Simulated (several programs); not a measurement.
Many methods on one cell: TlLaO₂ (ordering on rocksalt)

An ordered 8-atom cell of TlLaO₂ on the rocksalt lattice (I4_1/amd) (it has left that coordination), relaxed with r2SCAN in Ansatz, was computed with several methods. It is tetragonal, I4_1/amd (No. 141); a = 5.085 Å, c = 11.754 Å in the conventional setting, 18.99 Å³ an atom. Around Tl lie 4 O at 2.60 Å; around O lie 3 La at 2.38–2.60 Å and 2 Tl at 2.60 Å; around La lie 6 O at 2.38–2.60 Å. The calculation is spin-unpolarised, and the structure need not be a phase that has been made.

Space group I4_1/amd:1 (No. 141). a = 5.085 Å, b = 5.085 Å, c = 11.754 Å, α = 90.00°, β = 90.00°, γ = 90.00°

| atom | site | symmetry | x | y | z |
| --- | --- | --- | --- | --- | --- |
| Tl | 4a | -4m2 | 0.0000 | 0.5000 | 0.2500 |
| O | 8e | 2mm. | 0.5000 | 0.0000 | 0.4527 |
| La | 4b | -4m2 | 0.5000 | 0.0000 | 0.2500 |

Gaps and times are for a single point on this cell; volume and bulk modulus come from each method's own relaxation or energy curve at fixed shape, which is too stiff where a cell has free coordinates or axes. Times are rough, from shared hosts (Arm Neoverse V2; NVIDIA H100 80GB HBM3), and each method has its own mesh and cell size. A dagger marks a closed or tiny gap in a crystal that DFT finds insulating: a failure of the method or a wrong SCF state. A double dagger marks a value from a curve with shape and coordinates held. PM6 (MOPAC), PM7 (MOPAC), GFN1-xTB (tblite) treat a cluster of cells at its zone centre, which samples few k points: where these miss a band edge, the gap comes out too large for that reason alone. Gaps from k meshes are read at a limited set of points (mesh, symmetry points, PBE's band edges), so each method's own least gap may be somewhat smaller. xTB and the PM methods were fitted mostly to molecules, and can miss a solid's gap by electronvolts. Times of the plane-wave rungs are withheld (a dash), since they come from other jobs, hosts and meshes; the meshes of hybrids and Hartree-Fock don't converge their gaps to the digits shown. d marks a direct gap, i an indirect one (no mark: not told apart), a dash a value that wasn't computed or didn't pass its checks.

```json
{"method": "GFN1-xTB (tblite)", "kind": "tight binding", "gap (eV)": "0.00†", "own volume (Å³/atom)": "–", "bulk modulus (GPa)": "–", "atoms computed": "cluster", "processor time": "3 s"}
{"method": "light PBE (260 eV, its own mesh)", "kind": "light plane-wave", "gap (eV)": "0.99 i", "own volume (Å³/atom)": "–", "bulk modulus (GPa)": "–", "atoms computed": "8", "processor time": "4.8 s"}
{"method": "PM7 (MOPAC)", "kind": "semi-empirical", "gap (eV)": "7.92", "own volume (Å³/atom)": "–", "bulk modulus (GPa)": "–", "atoms computed": "cluster", "processor time": "15 s"}
{"method": "PBE", "kind": "semilocal", "gap (eV)": "0.89 i", "own volume (Å³/atom)": "19.40", "bulk modulus (GPa)": "86‡", "atoms computed": "8", "processor time": "–"}
{"method": "PBE+SOC", "kind": "semilocal", "gap (eV)": "0.81 i", "own volume (Å³/atom)": "–", "bulk modulus (GPa)": "–", "atoms computed": "8", "processor time": "–"}
{"method": "PM6 (MOPAC)", "kind": "semi-empirical", "gap (eV)": "2.87", "own volume (Å³/atom)": "–", "bulk modulus (GPa)": "–", "atoms computed": "cluster", "processor time": "41 s"}
{"method": "r2SCAN", "kind": "semilocal", "gap (eV)": "1.08 i", "own volume (Å³/atom)": "18.99", "bulk modulus (GPa)": "95‡", "atoms computed": "8", "processor time": "–"}
{"method": "HSE06", "kind": "hybrid", "gap (eV)": "1.52 i", "own volume (Å³/atom)": "–", "bulk modulus (GPa)": "–", "atoms computed": "8", "processor time": "–"}
{"method": "PBE0", "kind": "hybrid", "gap (eV)": "2.17 i", "own volume (Å³/atom)": "–", "bulk modulus (GPa)": "–", "atoms computed": "8", "processor time": "–"}
```

Against HSE06 (1.52 eV) and with closed or daggered gaps left aside, the nearest gap at the points sampled is that of r2SCAN (-0.44 eV) and the farthest that of PM7 (MOPAC) (+6.40 eV). HSE06 is only a yardstick of convenience, and nearness to it can be luck.

Runs without a result: GFN2-xTB (tblite) (single point), GLLB-SC (GPAW) (single point).

Only the rows marked +SOC include spin-orbit coupling.
